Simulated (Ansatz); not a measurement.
# CuPt: the cost of one run

Method: reference: DFT r2SCAN, plane waves, PAW, scalar-relativistic, no spin polarisation, in Ansatz 0.2.0.

## (1) The structure to begin with

The structure is tetragonal, space group P4_2/mmc (No. 131). Conventional cell: a = 3.192 Å, b = 3.192 Å, c = 5.611 Å, α = 90.00°, β = 90.00°, γ = 90.00°. Pt (site symmetry mmm) has 4 Cu at 2.12 Å as nearest neighbours. Cu (site symmetry -4m2) is surrounded by 4 Pt at 2.12 Å.

Structure file:

```cif
data_structure
_symmetry_space_group_name_H-M 'P 1'
_symmetry_Int_Tables_number 1
_cell_length_a 3.1918
_cell_length_b 3.1918
_cell_length_c 5.6109
_cell_angle_alpha 90.000
_cell_angle_beta 90.000
_cell_angle_gamma 90.000
_cell_volume 57.16
loop_
_atom_site_label
_atom_site_type_symbol
_atom_site_fract_x
_atom_site_fract_y
_atom_site_fract_z
_atom_site_occupancy
Pt1 Pt 0.00000 0.50000 0.00000 1
Pt2 Pt 0.50000 0.00000 0.50000 1
Cu1 Cu 0.00000 0.00000 0.25000 1
Cu2 Cu 0.00000 0.00000 0.75000 1
```

## (2) The reference run

File input.yaml:

```yaml
crystal:
  lattice:
    - [3.19179, 0.0, 0.0]
    - [0.0, 3.19179, 0.0]
    - [0.0, 0.0, 5.610928]
  atoms:
    - { symbol: Pt, position: [0.0, 0.5, 0.0] }
    - { symbol: Pt, position: [0.5, 0.0, 0.5] }
    - { symbol: Cu, position: [0.0, 0.0, 0.25] }
    - { symbol: Cu, position: [0.0, 0.0, 0.75] }
  symmetry: { tolerance: 0.0003 }
kpoints:
  mp_grid: { grid: [6, 6, 3], shift: [0, 0, 0] }
magnetization:
  spin_polarized: false
scf:
  occupations: { method: fermi_dirac }
hamiltonian:
  pseudopotentials: { kind: paw }
  xc: r2scan
basis:
  ecutwfc: 500
output:
  forces: true
  stress: true
  eigenvalues: true
```

On the command line:

```console
> ansatz run input.yaml --threads 1 --pin off --max-ram 2560MiB --backend cpu --events-out ev --progress --plain --runs-dir out
```

What time and memory should one allow on 1 thread of Arm Neoverse V1, shared host?

About 8.1 s, with a peak of 0.46 GiB.
